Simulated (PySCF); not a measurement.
# C5H2F4O: the cost of one run

Programs: PySCF 2.14.0, with routines of our own; each step states its level. All values are computed. Atoms count from 0.

## 1. The starting structure

12 atoms, charge 0, multiplicity 1; geometry from: GFN2-xTB.

## 2. Geometry optimisation at PBE0-D3(BJ)/def2-SVP

The job: settings as JSON, then the geometry in Å.

```
{"job": {"xc": "PBE0", "basis": "def2-SVP", "d3": "d3bj", "grid": 2, "kind": "geom"}, "charge": 0, "multiplicity": 1}
F     -2.671591     1.414064     0.617604
C     -1.680651     0.615131     0.277021
C     -1.694599    -0.646054    -0.230603
C     -0.328150    -0.982581    -0.391690
C      0.382951     0.101932     0.032207
C      1.855606     0.336427     0.098582
F      2.249824     1.378218    -0.647347
F      2.523349    -0.735102    -0.345707
F      2.288056     0.576057     1.344637
O     -0.447496     1.089593     0.445508
H     -2.548701    -1.247624    -0.457324
H      0.072601    -1.900747    -0.768915
```

Command:

```bash
OMP_NUM_THREADS=1 python excited_run.py task.json out
```

One launch serves the whole session: the jobs run in the order shown.

**Question.** How long does this first job take on 1 thread of Arm Neoverse V2, shared host, and how much memory does it need?

About 66 s, with a peak of 0.73 GiB.
